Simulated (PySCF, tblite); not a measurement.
# C₄H₉FO₃S: geometry, infrared bands, NMR shifts and electronic excitations

Aim: predict the infrared bands, NMR shifts and electronic excitations of C₄H₉FO₃S (`C[C@@H](CCF)S(=O)(=O)O`).

The runs use tblite 0.8.0 and PySCF 2.14.0, with density-fitted response routines of our own; the level of theory stands in each step. All values are computed, except where a source is named. Atoms are numbered from 0 throughout.

## 1. Starting geometry

18 atoms, charge 0, multiplicity 1; geometry from: force field or distance geometry start.

Bonds of the start (Å): C0–C1 1.53, C1–C2 1.48, C2–C3 1.50, C3–F4 1.39, C1–S5 1.75, S5–O6 1.52, S5–O7 1.50, S5–O8 1.70, C0–H9 1.12, C0–H10 1.11, C0–H11 1.08, C1–H12 1.13, C2–H13 1.13, C2–H14 1.14, C3–H15 1.12, C3–H16 1.10, O8–H17 0.98.

## 2. Relaxing the molecule with GFN2-xTB

Job settings and geometry (Å):

```
{"job": {"kind": "relax", "xc": "GFN2-xTB", "basis": "xTB"}, "charge": 0, "multiplicity": 1}
C      0.624700     1.683400     0.482000
C      0.204800     0.214900     0.367000
C     -1.238800     0.225500     0.058400
C     -1.897800    -1.107400    -0.111700
F     -1.778200    -1.837000     1.066000
S      1.225600    -0.637000    -0.776900
O      0.972900    -2.132300    -0.765400
O      1.081200    -0.098100    -2.164500
O      2.880400    -0.500700    -0.391200
H     -0.262400     2.353700     0.346800
H      0.957500     1.859900     1.524500
H      1.356700     1.932500    -0.270000
H      0.387800    -0.239100     1.387400
H     -1.763500     0.814400     0.860700
H     -1.370400     0.827000    -0.896500
H     -2.976100    -0.909200    -0.334500
H     -1.419100    -1.672000    -0.931400
H      3.006100    -0.772100     0.537700
```

Started as:

```sh
$ OMP_NUM_THREADS=1 python probes_run.py task.json out
```

The driver reads the jobs from task.json and runs them one after another.

**Question.** This job is followed by: GFN2-xTB harmonic vibrations, gas phase; PBE0-D3(BJ)/def2-SVP geometry optimisation, gas phase; GIAO PBE0/pcSseg-1 NMR shielding, non-relativistic, gas phase; TDDFT CAM-B3LYP/def2-SVPD, vertical, gas phase, core orbitals frozen in the response; GIAO WP04/pcSseg-1 NMR shielding, non-relativistic, gas phase. Predict these results of the whole session: strongest single infrared mode (GFN2-xTB); zero-point energy (GFN2-xTB); point group; rotational constants (main isotopes); ¹³C shifts against TMS (PBE0/pcSseg-1); ¹H shifts against TMS (PBE0/pcSseg-1, means over atoms taken as alike); ¹⁹F shifts against CFCl3 (PBE0/pcSseg-1); ³³S shifts against CS2 (PBE0/pcSseg-1); ¹⁷O shifts against H2O (PBE0/pcSseg-1); lowest singlet (CAM-B3LYP/def2-SVPD); brightest single state of those computed; lowest triplet; vertical ionisation energy (ΔSCF); range of the shift of F4.

As calculated:

| quantity | value |
| --- | --- |
| strongest single infrared mode (GFN2-xTB) | 732 cm⁻¹, 446 km/mol |
| zero-point energy (GFN2-xTB) | 84.7 kcal/mol |
| point group | C1 |
| rotational constants (main isotopes) | 2.10, 1.00, 0.87 GHz |
| ¹³C shifts against TMS (PBE0/pcSseg-1) | 80.7, 58.9, 35.2, 18.1 ppm |
| ¹H shifts against TMS (PBE0/pcSseg-1, means over atoms taken as alike) | 5.22, 4.41, 4.28, 3.19, 1.80, 1.73, 1.45 ppm |
| ¹⁹F shifts against CFCl3 (PBE0/pcSseg-1) | -249.2 ppm |
| ³³S shifts against CS2 (PBE0/pcSseg-1) | 343 ppm |
| ¹⁷O shifts against H2O (PBE0/pcSseg-1) | 245.8, 221.6, 210.1 ppm |
| lowest singlet (CAM-B3LYP/def2-SVPD) | 8.14 eV (152 nm), f = 0.036 |
| brightest single state of those computed | state 9, 9.22 eV, f = 0.052 |
| lowest triplet | 7.79 eV |
| vertical ionisation energy (ΔSCF) | 11.27 eV |
| range of the shift of F4 | -249.2 to -239.8 ppm |

What this shows: Over 122 steps the energy fell by 1.285 eV; of the close pairs, S5–O8 changed most, 1.705 to 1.621 Å (GFN2-xTB). All 48 modes are real, so the xTB geometry is a minimum. The strongest single mode, at 732 cm⁻¹, moves mainly S5 and O8. Unscaled tight-binding wavenumbers are off by several per cent, some by more. Its intensities can rank the bands wrongly. The optimisation took 14 steps and gained 0.261 eV; among the close pairs (by a distance rule), C0–H10 changed most, from 1.061 to 1.098 Å (PBE0/def2-SVP). No frequency check was run at this level, so the end point may be a saddle. The most deshielded carbon is C3 (sp3 CH2 bonded to F), at 80.7 ppm: pulled downfield by the heteroatom. At PBE0/pcSseg-1: The widest tensor belongs to S5: span 289 ppm, with a paramagnetic part of -899 ppm. The first singlet state (HOMO→LUMO 0.47, HOMO−1→LUMO 0.37) lies at 8.14 eV and is weak; of the 10 states computed, the strongest absorption comes from state 9 at 9.22 eV (the last state computed is bright too, and its partners may lie past the list). The lowest triplet lies 0.35 eV below the lowest singlet (triplets in Tamm-Dancoff, singlets in full TDDFT). The orbital energy would give 10.50 eV for ionisation, ΔSCF gives 11.27 eV. Across the 2 runs the shift of F4 moves most, between -249.2 (PBE0/pcSseg-1) and -239.8 ppm (WP04/pcSseg-1).
